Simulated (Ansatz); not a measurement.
**Si23BHO48 defect cell: single point**

The task, for Si23BHO48 defect cell: 8 runs in a chain (single point).

Program: Ansatz 0.2.0. Level of theory: DFT PBE+D3(BJ), scalar-relativistic, plane waves, PAW. These are calculated values, not measurements.

## 1. Starting point

The structure is triclinic, space group P1 (No. 1). Conventional cell: a = 9.832 Å, b = 9.832 Å, c = 10.818 Å, α = 90.00°, β = 90.00°, γ = 120.00°. Around Si (site symmetry 1) lie 4 O at 1.62 to 1.63 Å. Si (site symmetry 1) is surrounded by 4 O at 1.62 to 1.64 Å. O (site symmetry 1) is surrounded by 2 Si at 1.63 Å. O (site symmetry 1) has 2 Si at 1.62 to 1.63 Å as nearest neighbours. Only part of the 73 independent sites is listed.

As a file:

```cif
data_structure
_symmetry_space_group_name_H-M 'P1'
_symmetry_Int_Tables_number 1
_cell_length_a 9.8316
_cell_length_b 9.8316
_cell_length_c 10.8182
_cell_angle_alpha 90.000
_cell_angle_beta 90.000
_cell_angle_gamma 120.000
_cell_volume 905.60
loop_
_atom_site_label
_atom_site_type_symbol
_atom_site_symmetry_multiplicity
_atom_site_Wyckoff_symbol
_atom_site_fract_x
_atom_site_fract_y
_atom_site_fract_z
_atom_site_occupancy
Si1 Si 1 a 0.26543 0.26969 0.16595 1
Si2 Si 1 a 0.73254 0.00087 0.33343 1
Si3 Si 1 a 0.99399 0.23001 0.00111 1
O1 O 1 a 0.85974 0.07018 0.44537 1
O2 O 1 a 0.92848 0.29496 0.11081 1
O3 O 1 a 0.70278 0.13764 0.27873 1
O4 O 1 a 0.12907 0.19997 0.05998 1
O5 O 1 a 0.06385 0.36613 0.39329 1
O6 O 1 a 0.28830 0.43202 0.22421 1
Si4 Si 1 a 0.26260 0.26657 0.66825 1
Si5 Si 1 a 0.72255 0.98771 0.83639 1
Si6 Si 1 a 0.98941 0.23738 0.50465 1
O7 O 1 a 0.85470 0.06673 0.94395 1
O8 O 1 a 0.91779 0.30312 0.60936 1
O9 O 1 a 0.67282 0.11336 0.78519 1
O10 O 1 a 0.12480 0.20978 0.56537 1
O11 O 1 a 0.06292 0.35823 0.88967 1
O12 O 1 a 0.29771 0.43136 0.72992 1
Si7 Si 1 a 0.76542 0.26891 0.16943 1
Si8 Si 1 a 0.24565 0.00717 0.33461 1
Si9 Si 1 a 0.50029 0.23789 0.99952 1
O13 O 1 a 0.38074 0.07664 0.44163 1
O14 O 1 a 0.43087 0.30650 0.10363 1
O15 O 1 a 0.21592 0.14302 0.27811 1
O16 O 1 a 0.63281 0.20825 0.06195 1
O17 O 1 a 0.57470 0.37652 0.39293 1
O18 O 1 a 0.79838 0.43565 0.22609 1
B1 B 1 a 0.78654 0.31542 0.63263 1
Si10 Si 1 a 0.23631 0.99960 0.83477 1
Si11 Si 1 a 0.50888 0.24450 0.50164 1
O19 O 1 a 0.36070 0.07029 0.94822 1
O20 O 1 a 0.42523 0.29504 0.60710 1
O21 O 1 a 0.20421 0.13155 0.77454 1
O22 O 1 a 0.65337 0.23013 0.56041 1
O23 O 1 a 0.57216 0.35865 0.88353 1
O24 O 1 a 0.80098 0.42847 0.71503 1
Si12 Si 1 a 0.77088 0.77046 0.16779 1
Si13 Si 1 a 0.22956 0.50055 0.33631 1
Si14 Si 1 a 0.49428 0.71970 0.00675 1
O25 O 1 a 0.36177 0.56688 0.44544 1
O26 O 1 a 0.43050 0.79188 0.11214 1
O27 O 1 a 0.20457 0.64037 0.28138 1
O28 O 1 a 0.63083 0.69387 0.06594 1
O29 O 1 a 0.56813 0.86018 0.38840 1
O30 O 1 a 0.79747 0.93666 0.22155 1
Si15 Si 1 a 0.76951 0.76694 0.66626 1
Si16 Si 1 a 0.23089 0.49579 0.83888 1
Si17 Si 1 a 0.50228 0.73155 0.49976 1
O31 O 1 a 0.35337 0.55427 0.95454 1
O32 O 1 a 0.43753 0.79495 0.61207 1
O33 O 1 a 0.21187 0.63878 0.78263 1
O34 O 1 a 0.63997 0.70407 0.55527 1
O35 O 1 a 0.56340 0.83983 0.89086 1
O36 O 1 a 0.79295 0.92894 0.72560 1
Si18 Si 1 a 0.26682 0.76718 0.16873 1
Si19 Si 1 a 0.74246 0.50821 0.33694 1
Si20 Si 1 a 0.99945 0.72850 0.99673 1
O37 O 1 a 0.87480 0.57366 0.44568 1
O38 O 1 a 0.93052 0.79604 0.10238 1
O39 O 1 a 0.72131 0.65017 0.28368 1
O40 O 1 a 0.13526 0.70334 0.05958 1
O41 O 1 a 0.08197 0.87148 0.39411 1
O42 O 1 a 0.30046 0.93522 0.22255 1
Si21 Si 1 a 0.27453 0.76786 0.67198 1
Si22 Si 1 a 0.73803 0.49344 0.82568 1
Si23 Si 1 a 0.00891 0.74012 0.50282 1
O43 O 1 a 0.86633 0.56261 0.93824 1
O44 O 1 a 0.93703 0.80243 0.60942 1
O45 O 1 a 0.71056 0.63282 0.77285 1
O46 O 1 a 0.14281 0.71102 0.56421 1
O47 O 1 a 0.07143 0.85652 0.88483 1
O48 O 1 a 0.31415 0.93753 0.73028 1
H1 H 1 a 0.58688 0.07356 0.76038 1
```

The structure rests on an entry of the Crystallography Open Database; cell or positions may have been set otherwise for this series.

## 2. Single point: Si23BHO48 defect cell, no spin

input.yaml

```yaml
crystal:
  lattice:
    - [9.8316, 0.0, 0.0]
    - [-4.9158, 8.514415, 0.0]
    - [0.0, 0.0, 10.8182]
  atoms:
    - { symbol: Si, position: [0.269688, 0.0042536, 0.165953] }
    - { symbol: Si, position: [0.00086857, 0.268329, 0.333434] }
    - { symbol: Si, position: [0.230014, 0.236022, 0.0011123] }
    - { symbol: O, position: [0.070179, 0.210435, 0.445374] }
    - { symbol: O, position: [0.294955, 0.366478, 0.110814] }
    - { symbol: O, position: [0.137636, 0.434859, 0.278726] }
    - { symbol: O, position: [0.199974, 0.070902, 0.059979] }
    - { symbol: O, position: [0.366129, 0.302277, 0.393291] }
    - { symbol: O, position: [0.432015, 0.143711, 0.22421] }
    - { symbol: Si, position: [0.266571, 0.0039666, 0.668249] }
    - { symbol: Si, position: [0.987707, 0.265161, 0.836393] }
    - { symbol: Si, position: [0.237378, 0.247967, 0.504647] }
    - { symbol: O, position: [0.066733, 0.212031, 0.943951] }
    - { symbol: O, position: [0.30312, 0.38533, 0.609362] }
    - { symbol: O, position: [0.113359, 0.440542, 0.785195] }
    - { symbol: O, position: [0.209781, 0.084978, 0.565365] }
    - { symbol: O, position: [0.358233, 0.295309, 0.889674] }
    - { symbol: O, position: [0.431356, 0.133649, 0.729922] }
    - { symbol: Si, position: [0.268913, 0.503497, 0.169429] }
    - { symbol: Si, position: [0.007174, 0.761525, 0.334614] }
    - { symbol: Si, position: [0.237888, 0.737601, 0.99952221] }
    - { symbol: O, position: [0.076635, 0.695899, 0.441634] }
    - { symbol: O, position: [0.306496, 0.87563, 0.103626] }
    - { symbol: O, position: [0.143017, 0.927102, 0.278113] }
    - { symbol: O, position: [0.20825, 0.575435, 0.061949] }
    - { symbol: O, position: [0.37652, 0.801823, 0.392928] }
    - { symbol: O, position: [0.435645, 0.637269, 0.226091] }
    - { symbol: B, position: [0.315419, 0.528881, 0.632634] }
    - { symbol: Si, position: [0.99959752, 0.763292, 0.834772] }
    - { symbol: Si, position: [0.244495, 0.735614, 0.501644] }
    - { symbol: O, position: [0.070295, 0.709593, 0.948222] }
    - { symbol: O, position: [0.295041, 0.869808, 0.607103] }
    - { symbol: O, position: [0.131554, 0.927349, 0.774543] }
    - { symbol: O, position: [0.230133, 0.57676, 0.560411] }
    - { symbol: O, position: [0.358652, 0.786494, 0.883529] }
    - { symbol: O, position: [0.428471, 0.627495, 0.715034] }
    - { symbol: Si, position: [0.770458, 0.99957762, 0.167788] }
    - { symbol: Si, position: [0.50055, 0.270995, 0.336313] }
    - { symbol: Si, position: [0.719697, 0.225415, 0.0067535] }
    - { symbol: O, position: [0.566877, 0.20511, 0.445445] }
    - { symbol: O, position: [0.79188, 0.361376, 0.112142] }
    - { symbol: O, position: [0.640373, 0.4358, 0.281383] }
    - { symbol: O, position: [0.693872, 0.063042, 0.065936] }
    - { symbol: O, position: [0.860175, 0.292042, 0.388396] }
    - { symbol: O, position: [0.936655, 0.139185, 0.221554] }
    - { symbol: Si, position: [0.766943, 0.9974284, 0.666258] }
    - { symbol: Si, position: [0.495789, 0.264895, 0.838883] }
    - { symbol: Si, position: [0.731552, 0.229275, 0.499757] }
    - { symbol: O, position: [0.554274, 0.200908, 0.954544] }
    - { symbol: O, position: [0.794951, 0.357422, 0.612067] }
    - { symbol: O, position: [0.638777, 0.426904, 0.782628] }
    - { symbol: O, position: [0.704068, 0.064096, 0.555266] }
    - { symbol: O, position: [0.839832, 0.276428, 0.890862] }
    - { symbol: O, position: [0.928938, 0.135987, 0.7256] }
    - { symbol: Si, position: [0.767177, 0.500352, 0.168729] }
    - { symbol: Si, position: [0.508211, 0.765754, 0.336944] }
    - { symbol: Si, position: [0.728497, 0.729043, 0.9967325] }
    - { symbol: O, position: [0.573655, 0.698857, 0.445684] }
    - { symbol: O, position: [0.796038, 0.865517, 0.102384] }
    - { symbol: O, position: [0.650169, 0.928859, 0.28368] }
    - { symbol: O, position: [0.703343, 0.568083, 0.059577] }
    - { symbol: O, position: [0.87148, 0.789506, 0.394112] }
    - { symbol: O, position: [0.935223, 0.634767, 0.222552] }
    - { symbol: Si, position: [0.767859, 0.493331, 0.671978] }
    - { symbol: Si, position: [0.493437, 0.755403, 0.825684] }
    - { symbol: Si, position: [0.74012, 0.731211, 0.502816] }
    - { symbol: O, position: [0.562606, 0.696273, 0.938237] }
    - { symbol: O, position: [0.802427, 0.865398, 0.60942] }
    - { symbol: O, position: [0.632818, 0.922256, 0.772848] }
    - { symbol: O, position: [0.711021, 0.568213, 0.564206] }
    - { symbol: O, position: [0.856517, 0.785087, 0.884832] }
    - { symbol: O, position: [0.937531, 0.623376, 0.730281] }
    - { symbol: H, position: [0.07355571, 0.48667554, 0.760384] }
scf:
  occupations: { method: gaussian, width: 0.02 }
output:
  stress: false
  eigenvalues: true
kpoints:
  mp_grid: { grid: [1, 1, 1] }
hamiltonian:
  xc: pbe
  dispersion: d3bj
```

The run is started by

```sh
$ ansatz run input.yaml --threads 4 --pin off --max-ram 16384MiB --backend cpu --events-out ev --progress --plain --runs-dir out
```

Log, shortened:

```text
Warning: RAYON_NUM_THREADS=4 ignored (pool sized by the plan → 4); use --threads N
[...]
Pseudopotentials: kind: paw
Pseudopotential: Si, paw, valence charge 4, recommended cutoff 420 eV (normal), Si.paw.azcp
Pseudopotential: O, paw, valence charge 6, recommended cutoff 420 eV (normal), O.paw.azcp
Pseudopotential: B, paw, valence charge 3, recommended cutoff 420 eV (normal), B.paw.azcp
Pseudopotential: H, paw, valence charge 1, recommended cutoff 420 eV (normal), H.paw.azcp
Functional definition: PBE
[...]
Crystal: 73 atoms, lattice volume = 905.595 Å³
Basis set: ecut = 420 eV, 17821 PW (Γ)
Bands: 265, of which v1, the nominal top of the filled ones, is band 192 counted from 1 (191 counted from 0)
Symmetry: 1 space group operations
Space group: P1 (ITA 1), of the structure as read, at distance tolerance 9.7e-5 Å
k-points: 1
[...]
SCF iter   1: F=—  HF=-42120.658424 eV  |F-HF|=—  |Δ(HF+E_count)|=         —  Δρ=1.52e-3  dr2=1.33e-2  ethr=1.77e-3  ⟨swp⟩=7.0  Hψ=1191  notcnv=0  defer=35
[...]
SCF iter   8: F=-42120.677756 eV  HF=-42120.677756 eV  |F-HF|=1.80e-8  |Δ(HF+E_count)|=   1.09e-8  Δρ=1.44e-6  dr2=1.44e-8  ethr=2.60e-11  ⟨swp⟩=13.0  Hψ=823  notcnv=0
[...]
SCF converged after 8 iterations
Free energy (F): -42120.677756 eV
[...]
E sigma→0 (E₀):  -42120.677756 eV
Fermi energy:    5.429538 eV
[...]
--- Band table (eV) ---
[...]
```

Wall time 5.8 s (4 threads of Intel Xeon Platinum 8175M at 2.50GHz (Skylake/Cascade Lake), shared host); peak memory 1 GiB.

## 3. Single point

Changes to input.yaml since step 2:

```diff
@@ -78,3 +78,3 @@
     - { symbol: O, position: [0.937531, 0.623376, 0.730281] }
-    - { symbol: H, position: [0.07355571, 0.48667554, 0.760384] }
+    - { symbol: H, position: [0.07049392, 0.49022427, 0.75847546] }
 scf:
```

The run is started by

```sh
$ ansatz run input.yaml --threads 4 --pin off --max-ram 16384MiB --backend cpu --events-out ev --progress --plain --runs-dir out
```

Log, shortened:

```text
[...]
SCF converged after 8 iterations
Free energy (F): -42121.526176 eV
[...]
E sigma→0 (E₀):  -42121.526176 eV
Fermi energy:    5.429697 eV
[...]
--- Band table (eV) ---
[...]
```

Wall time 6 s (4 threads of Intel Xeon Platinum 8175M at 2.50GHz (Skylake/Cascade Lake), shared host); peak memory 1 GiB.

## 4. Single point

Changes to input.yaml since step 3:

```diff
@@ -78,3 +78,3 @@
     - { symbol: O, position: [0.937531, 0.623376, 0.730281] }
-    - { symbol: H, position: [0.07049392, 0.49022427, 0.75847546] }
+    - { symbol: H, position: [0.06743213, 0.493773, 0.75656692] }
 scf:
```

The run is started by

```sh
$ ansatz run input.yaml --threads 4 --pin off --max-ram 16384MiB --backend cpu --events-out ev --progress --plain --runs-dir out
```

Log, shortened:

```text
Warning: RAYON_NUM_THREADS=4 ignored (pool sized by the plan → 4); use --threads N
[...]
[... 6 set-up lines as earlier in the session ...]
[...]
Crystal: 73 atoms, lattice volume = 905.595 Å³
Basis set: ecut = 420 eV, 17821 PW (Γ)
Bands: 265, of which v1, the nominal top of the filled ones, is band 192 counted from 1 (191 counted from 0)
[... 2 set-up lines as earlier in the session ...]
k-points: 1
[...]
SCF iter   1: F=—  HF=-42121.929361 eV  |F-HF|=—  |Δ(HF+E_count)|=         —  Δρ=1.44e-3  dr2=1.16e-2  ethr=1.77e-3  ⟨swp⟩=6.0  Hψ=1189  notcnv=0  defer=36
[...]
SCF iter   8: F=-42121.955173 eV  HF=-42121.955173 eV  |F-HF|=1.19e-8  |Δ(HF+E_count)|=   3.37e-9  Δρ=1.45e-6  dr2=1.49e-8  ethr=2.60e-11  ⟨swp⟩=12.0  Hψ=803  notcnv=0
[...]
SCF converged after 8 iterations
Free energy (F): -42121.955173 eV
[...]
E sigma→0 (E₀):  -42121.955173 eV
Fermi energy:    5.429429 eV
[...]
--- Band table (eV) ---
[...]
```

It took 6.2 s on 4 threads of Intel Xeon Platinum 8175M at 2.50GHz (Skylake/Cascade Lake), shared host; peak memory 1 GiB.

## 5. Single point

Changes to input.yaml since step 4:

```diff
@@ -78,3 +78,3 @@
     - { symbol: O, position: [0.937531, 0.623376, 0.730281] }
-    - { symbol: H, position: [0.06743213, 0.493773, 0.75656692] }
+    - { symbol: H, position: [0.06437034, 0.49732174, 0.75465838] }
 scf:
```

The run is started by

```sh
$ ansatz run input.yaml --threads 4 --pin off --max-ram 16384MiB --backend cpu --events-out ev --progress --plain --runs-dir out
```

Log, shortened:

```text
[...]
SCF converged after 8 iterations
Free energy (F): -42122.105657 eV
[...]
E sigma→0 (E₀):  -42122.105657 eV
Fermi energy:    5.428654 eV
[...]
--- Band table (eV) ---
[...]
```

Run time: 4.7 s. Hardware: 4 threads of Intel Xeon Platinum 8175M at 2.50GHz (Skylake/Cascade Lake), shared host; peak memory 1 GiB.

## 6. Single point

Changes to input.yaml since step 5:

```diff
@@ -78,3 +78,3 @@
     - { symbol: O, position: [0.937531, 0.623376, 0.730281] }
-    - { symbol: H, position: [0.06437034, 0.49732174, 0.75465838] }
+    - { symbol: H, position: [0.06079825, 0.50146193, 0.75243175] }
 scf:
```

The run is started by

```sh
$ ansatz run input.yaml --threads 4 --pin off --max-ram 16384MiB --backend cpu --events-out ev --progress --plain --runs-dir out
```

Log, shortened:

```text
[...]
SCF converged after 8 iterations
Free energy (F): -42122.052873 eV
[...]
E sigma→0 (E₀):  -42122.052873 eV
Fermi energy:    5.427562 eV
[...]
--- Band table (eV) ---
[...]
```

It took 5.5 s on 4 threads of Intel Xeon Platinum 8175M at 2.50GHz (Skylake/Cascade Lake), shared host; peak memory 1 GiB.

## 7. Single point

Changes to input.yaml since step 6:

```diff
@@ -78,3 +78,3 @@
     - { symbol: O, position: [0.937531, 0.623376, 0.730281] }
-    - { symbol: H, position: [0.06079825, 0.50146193, 0.75243175] }
+    - { symbol: H, position: [0.05671586, 0.50619357, 0.74988703] }
 scf:
```

The run is started by

```sh
$ ansatz run input.yaml --threads 4 --pin off --max-ram 16384MiB --backend cpu --events-out ev --progress --plain --runs-dir out
```

Log, shortened:

```text
[...]
SCF converged after 8 iterations
Free energy (F): -42121.811859 eV
[...]
E sigma→0 (E₀):  -42121.811859 eV
Fermi energy:    5.433386 eV
[...]
--- Band table (eV) ---
[...]
```

Run time: 6.2 s. Hardware: 4 threads of Intel Xeon Platinum 8175M at 2.50GHz (Skylake/Cascade Lake), shared host; peak memory 1 GiB.

## 8. Single point

Changes to input.yaml since step 7:

```diff
@@ -78,3 +78,3 @@
     - { symbol: O, position: [0.937531, 0.623376, 0.730281] }
-    - { symbol: H, position: [0.05671586, 0.50619357, 0.74988703] }
+    - { symbol: H, position: [0.05161288, 0.51210813, 0.74670613] }
 scf:
```

The run is started by

```sh
$ ansatz run input.yaml --threads 4 --pin off --max-ram 16384MiB --backend cpu --events-out ev --progress --plain --runs-dir out
```

Log, shortened:

```text
Warning: RAYON_NUM_THREADS=4 ignored (pool sized by the plan → 4); use --threads N
[...]
[... 6 set-up lines as earlier in the session ...]
[...]
Crystal: 73 atoms, lattice volume = 905.595 Å³
Basis set: ecut = 420 eV, 17821 PW (Γ)
Bands: 265, of which v1, the nominal top of the filled ones, is band 192 counted from 1 (191 counted from 0)
[... 2 set-up lines as earlier in the session ...]
k-points: 1
[...]
SCF iter   1: F=—  HF=-42121.357644 eV  |F-HF|=—  |Δ(HF+E_count)|=         —  Δρ=1.45e-3  dr2=1.15e-2  ethr=1.77e-3  ⟨swp⟩=6.0  Hψ=1191  notcnv=0  defer=39
[...]
SCF iter   8: F=-42121.385382 eV  HF=-42121.385382 eV  |F-HF|=7.22e-9  |Δ(HF+E_count)|=   2.79e-9  Δρ=1.55e-6  dr2=1.68e-8  ethr=2.60e-11  ⟨swp⟩=12.0  Hψ=798  notcnv=0
[...]
SCF converged after 8 iterations
Free energy (F): -42121.385382 eV
[...]
E sigma→0 (E₀):  -42121.385382 eV
Fermi energy:    5.461998 eV
[...]
--- Band table (eV) ---
[...]
```

It took 5.1 s on 4 threads of Intel Xeon Platinum 8175M at 2.50GHz (Skylake/Cascade Lake), shared host; peak memory 1 GiB.

## 9. Single point

Changes to input.yaml since step 8:

```diff
@@ -78,3 +78,3 @@
     - { symbol: O, position: [0.937531, 0.623376, 0.730281] }
-    - { symbol: H, position: [0.05161288, 0.51210813, 0.74670613] }
+    - { symbol: H, position: [0.0454893, 0.51920559, 0.74288906] }
 scf:
```

The run is started by

```sh
$ ansatz run input.yaml --threads 4 --pin off --max-ram 16384MiB --backend cpu --events-out ev --progress --plain --runs-dir out
```

Log, shortened:

```text
Warning: RAYON_NUM_THREADS=4 ignored (pool sized by the plan → 4); use --threads N
[...]
[... 6 set-up lines as earlier in the session ...]
[...]
Crystal: 73 atoms, lattice volume = 905.595 Å³
Basis set: ecut = 420 eV, 17821 PW (Γ)
Bands: 265, of which v1, the nominal top of the filled ones, is band 192 counted from 1 (191 counted from 0)
[... 2 set-up lines as earlier in the session ...]
k-points: 1
[...]
SCF iter   1: F=—  HF=-42120.834553 eV  |F-HF|=—  |Δ(HF+E_count)|=         —  Δρ=1.53e-3  dr2=1.39e-2  ethr=1.77e-3  ⟨swp⟩=6.0  Hψ=1190  notcnv=0  defer=39
[...]
SCF iter   8: F=-42120.861707 eV  HF=-42120.861707 eV  |F-HF|=6.46e-9  |Δ(HF+E_count)|=   3.51e-7  Δρ=2.70e-6  dr2=4.86e-8  ethr=2.60e-11  ⟨swp⟩=13.0  Hψ=815  notcnv=0
[...]
SCF converged after 8 iterations
Free energy (F): -42120.861707 eV
[...]
E sigma→0 (E₀):  -42120.861707 eV
Fermi energy:    5.497781 eV
[...]
--- Band table (eV) ---
[...]
```

Run time: 4.8 s. Hardware: 4 threads of Intel Xeon Platinum 8175M at 2.50GHz (Skylake/Cascade Lake), shared host; peak memory 1 GiB.

## 10. Results

| step | energy above the lowest (eV) | gap on the mesh (eV) | time |
| --- | --- | --- | --- |
| 2 | 1.428 | 5.79 | 5.8 s |
| 3 | 0.579 | 5.78 | 6 s |
| 4 | 0.150 | 5.77 | 6.2 s |
| 5 | 0.000 | 5.76 | 4.7 s |
| 6 | 0.053 | 5.74 | 5.5 s |
| 7 | 0.294 | 5.69 | 6.2 s |
| 8 | 0.720 | 5.54 | 5.1 s |
| 9 | 1.244 | 5.24 | 4.8 s |

In words: The values hold for the settings typed; their convergence was not tested in this session.

The gaps are Kohn-Sham values of a semilocal functional, not quasiparticle or optical gaps. Such gaps usually fall short of the measured ones.
